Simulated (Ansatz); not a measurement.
# CH4AlGeI: one species, many methods

One table from this session's results is given with a row withheld; the runs are named, their logs left out.

Method: functionals in def2-TZVPP, the program's frozen cores in correlated methods; program: Ansatz 0.2.0, Gaussian basis.

The runs, in order: LDA (SPW92), PBE-D4, revPBE-D4, BLYP-D4, r2SCAN-D4, B97M-V, PBE0-D4, B3LYP-D4, r2SCANh-D4, r2SCAN0-D4, HSE06-D4, BHLYP-D4, CAM-B3LYP-D4, LC-ωPBE, ωB97X-V, ωB97M-V, B2PLYP, PBE-QIDH; CCSD(T)/def2-SVP; CCSD(T)/def2-TZVPP; MP2/def2-QZVPP; extrapolation to the limit; RPA on PBE.

### The relaxed structure

An earlier PBE0-D4 in a triple-zeta def2 set relaxation fixed the geometry. I takes the def2 core potential; no spin-orbit term is included.

SMILES `[I][Al]1[CH2][GeH2]1`, 8 atoms, charge 0, spin multiplicity 1.

Atoms are counted from 1 here; the program's logs count them from 0.

Bond lengths: I1–Al2 2.461 Å, Al2–C3 1.926 Å, Al2–Ge4 2.359 Å, C3–Ge4 2.062 Å, C3–H5 1.092 Å, C3–H6 1.092 Å, Ge4–H7 1.538 Å, Ge4–H8 1.538 Å. Angles: I1–Al2–C3 143.2°, I1–Al2–Ge4 160.3°, C3–Al2–Ge4 56.4°, Al2–C3–Ge4 72.5°, Al2–C3–H5 121.1°, Al2–C3–H6 121.0°, Ge4–C3–H5 114.0°, Ge4–C3–H6 113.8°, H5–C3–H6 109.4°, Al2–Ge4–C3 51.1°, Al2–Ge4–H7 125.1°, Al2–Ge4–H8 125.0°, C3–Ge4–H7 113.1°, C3–Ge4–H8 113.2°, H7–Ge4–H8 109.7°.

Set-up of the first run:

in.yaml reads:

```yaml
crystal:
  periodic: [false, false, false]
  atoms:
    - {symbol: I, position_ang: [-2.734346, 2.456974, 1.064210]}
    - {symbol: Al, position_ang: [-1.058376, 0.817636, 0.316726]}
    - {symbol: C, position_ang: [0.812995, 0.372356, 0.411330]}
    - {symbol: Ge, position_ang: [-0.111303, -1.068137, -0.738090]}
    - {symbol: H, position_ang: [1.254834, -0.011102, 1.332893]}
    - {symbol: H, position_ang: [1.557756, 0.957188, -0.131871]}
    - {symbol: H, position_ang: [0.403334, -1.105844, -2.187160]}
    - {symbol: H, position_ang: [-0.032794, -2.476174, -0.123839]}
basis:
  gaussian: {orbitals: def2-TZVPP}
hamiltonian: {xc: lda}
output: {orbitals: {seedname: orbitals}}
```

Steps of the session up to this table: LDA; PBE-D4 (GGA); revPBE-D4 (GGA); BLYP-D4 (GGA); r2SCAN-D4 (meta-GGA); B97M-V (meta-GGA); PBE0-D4 (hybrid); B3LYP-D4 (hybrid); r2SCANh-D4 (hybrid); r2SCAN0-D4 (hybrid); HSE06-D4 (hybrid); BHLYP-D4 (hybrid); CAM-B3LYP-D4 (range-separated); LC-ωPBE (range-separated); ωB97X-V (range-separated); ωB97M-V (range-separated); B2PLYP (double hybrid); PBE-QIDH (double hybrid).

One table of the session follows, with a row left open; its other results are not shown here.

It belongs to the step «Frontier levels by functional». 

```
  functional  HOMO (eV)  LUMO (eV)  gap (eV)
 LDA (SPW92)      -5.49      -2.81      2.68
      PBE-D4      -5.36      -2.60      2.76
   revPBE-D4          ?          ?         ?
     BLYP-D4      -5.22      -2.43      2.78
   r2SCAN-D4      -5.56      -2.41      3.16
      B97M-V      -5.55      -2.44      3.11
     PBE0-D4      -6.33      -1.88      4.44
    B3LYP-D4      -6.15      -2.03      4.12
  r2SCANh-D4      -5.92      -2.16      3.76
  r2SCAN0-D4      -6.46      -1.79      4.67
    HSE06-D4      -5.95      -2.25      3.69
    BHLYP-D4      -7.17      -1.05      6.12
CAM-B3LYP-D4      -7.51      -0.88      6.64
     LC-ωPBE      -8.73       0.12      8.85
     ωB97X-V      -8.45       0.02      8.47
     ωB97M-V      -8.28      -0.20      8.08
```

Q: Estimate the row for revPBE-D4 from the others.

**Answer.** HOMO (eV): -5.31; LUMO (eV): -2.50; gap (eV): 2.81. In the column «HOMO (eV)» it lies between PBE-D4 (-5.36) and BLYP-D4 (-5.22).
